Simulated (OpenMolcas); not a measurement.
# Rh³⁺ among point charges: CASSCF and CASPT2 levels and susceptibility

How does a field of 3 point charges split the states of Rh³⁺, and what χT follows?

Method: state-averaged CASSCF and CASPT2, spin-orbit coupling by RASSI with atomic mean-field integrals. Code: OpenMolcas 26.06.

**1. Starting point**

```
Species                           : Rh³⁺ (rhodium, Z = 45, 42 electrons)
Basis                             : ANO-RCC-VTZP [7s6p4d2f1g], 68 functions
Scalar Hamiltonian                : DKH2, point nucleus
Inactive shells                   : 1s 2s 2p 3s 3p 3d 4s 4p
Active space                      : 6 electrons in 5 orbitals (4d)
Some configurations of this space : 4d⁶
Orbitals                          : optimised for each spin and parity, averaged over all roots
```

The outer shells:

4d6
```
4d [↑↓][↑ ][↑ ][↑ ][↑ ]
```

The ion sits among 3 point charges of -1 e arranged as a planar triangle (D3h), 2.1 Å from the ion.

Each step is its own input file, run in one work folder so that later steps find the files of earlier ones. Labels, J, g values, rates, χT and fits are worked out afterwards by a script from the matrices that RASSI stores.

**2. Basis and integrals**

Contents of a.inp:

```
&GATEWAY
Coord
1

Rh 0.0 0.0 0.0
Basis=ANO-RCC-VTZP
Group=NoSym
NoMove
AngMom=0.0 0.0 0.0
AMFI
XField
3 Angstrom 0
2.100000 0.000000 0.000000 -1.000000
-1.050000 1.818653 0.000000 -1.000000
-1.050000 -1.818653 0.000000 -1.000000
&SEWARD
```

The run is started by

```bash
> OMP_NUM_THREADS=1 MOLCAS_MEM=1689 MOLCAS_PROJECT=a pymolcas a.inp > a.log
```

**3. Reference wave functions, quintets, 5 roots**

Contents of a.inp:

```
&RASSCF
FileOrb=start.orb
Symmetry=1
Spin=5
nActEl=6 0 0
Inactive=18
Ras2=5
CIRoot=5 5 1
SDav=5
CIMx=300
Iter=120 100
PrWF=0.3
OrbListing=Nothing
MaxOrb=0
>>> COPY $Project.JobIph JOB001
```

start.orb holds the contracted functions of the basis, ordered by shell, or the orbitals of the step before.

**4. CASSCF: triplets, 45 roots**

Contents of a.inp:

```
&RASSCF
FileOrb=start.orb
Symmetry=1
Spin=3
nActEl=6 0 0
Inactive=18
Ras2=5
CIRoot=45 45 1
SDav=45
CIMx=300
Iter=120 100
PrWF=0.3
OrbListing=Nothing
MaxOrb=0
>>> COPY $Project.JobIph JOB002
```

**5. CASSCF: singlets, 50 roots**

Contents of a.inp:

```
&RASSCF
FileOrb=start.orb
Symmetry=1
Spin=1
nActEl=6 0 0
Inactive=18
Ras2=5
CIRoot=50 50 1
SDav=50
CIMx=300
Iter=120 100
PrWF=0.3
OrbListing=Nothing
MaxOrb=0
>>> COPY $Project.JobIph JOB003
```

**6. State interaction with spin-orbit coupling**

Contents of a.inp:

```
&RASSI
NrOfJobIphs=3 5 45 50
1 2 3 4 5
1 2 3 4 5 6 7 8 9 10 11 12 13 14 15 16 17 18 19 20 21 22 23 24 25 26 27
28 29 30 31 32 33 34 35 36 37 38 39 40 41 42 43 44 45
1 2 3 4 5 6 7 8 9 10 11 12 13 14 15 16 17 18 19 20 21 22 23 24 25 26 27
28 29 30 31 32 33 34 35 36 37 38 39 40 41 42 43 44 45 46 47 48 49 50
IphNames
JOB001
JOB002
JOB003
EJob
SpinOrbit
DIPRint=1.0
SOCoupling=1000.0
Subsets=2
Property=9
'ANGMOM' 1 'ANGMOM' 2 'ANGMOM' 3 'MLTPL  1' 1 'MLTPL  1' 2 'MLTPL  1' 3
'AMFI' 1 'AMFI' 2 'AMFI' 3
SOProperty=3
'ANGMOM' 1 'ANGMOM' 2 'ANGMOM' 3
```

**7. CASPT2: IPEA 0.25, imaginary shift 0.1 (closed shells correlated: 4s 4p)**

Contents of a.inp:

```
>>> COPY JOB001 $Project.JobIph
&CASPT2
Multistate=5 1 2 3 4 5
NoMult
Frozen=14
IPEA=0.25
Imaginary=0.1
MaxIter=60
WThr=0.0 0.3 0.05
PrWF=0.5
NoMix
>>> COPY JOB002 $Project.JobIph
&CASPT2
Multistate=45 1 2 3 4 5 6 7 8 9 10 11 12 13 14 15 16 17 18 19 20 21 22
23 24 25 26 27 28 29 30 31 32 33 34 35 36 37 38 39 40 41 42 43 44 45
NoMult
Frozen=14
IPEA=0.25
Imaginary=0.1
MaxIter=60
WThr=0.0 0.3 0.05
PrWF=0.5
NoMix
>>> COPY JOB003 $Project.JobIph
&CASPT2
Multistate=50 1 2 3 4 5 6 7 8 9 10 11 12 13 14 15 16 17 18 19 20 21 22
23 24 25 26 27 28 29 30 31 32 33 34 35 36 37 38 39 40 41 42 43 44 45 46
47 48 49 50
NoMult
Frozen=14
IPEA=0.25
Imaginary=0.1
MaxIter=60
WThr=0.0 0.3 0.05
PrWF=0.5
NoMix
```

(Steps that only read results are left out.)

Q: Predict the outcome of this session. Wanted: spin-free ground state; first state of the same spin within the active space; lowest level; next level.

As calculated:

| quantity | value |
| --- | --- |
| method | SS-CASPT2, IPEA 0.25, imaginary shift 0.1 (closed shells correlated: 4s 4p) |
| spin-free ground state | 5A1, 1-fold in its orbital part |
| first state of the same spin within the active space | 5E at 819 cm⁻¹ |
| lowest level | 1-fold A1 |
| next level | 84.2 cm⁻¹ |
| χT at 300 K | 5.09 cm³ K/mol |
| effective moment at 300 K | 6.38 μB |

Cost by method:

| method | time of its own steps | time with the reference |
| --- | --- | --- |
| A. CASSCF | 28 s | 28 s |
| B. SS-CASPT2, IPEA 0.25, imaginary shift 0.1, +4s 4p | 30 s | 58 s |

Times are of one thread on a shared host.

The spin-free ground state (5A1) comes to 100 % from free-ion D terms and keeps the highest spin of the shell. χT at 300 K is 5.09, against 3.01 cm³ K/mol for the spin alone, so orbital moment adds to it. An active space of the d shell alone favours high spin; real ions in strong fields can be low spin. CASPT2 does not keep the components of a term degenerate, and the means are used. The field of point charges can differ much from that of real complexes. With metal d orbitals alone active, the gaps between spin states are rough; where two lie within a few thousand cm-1, their order is open. This is an electrostatic model: the charges have no orbitals.
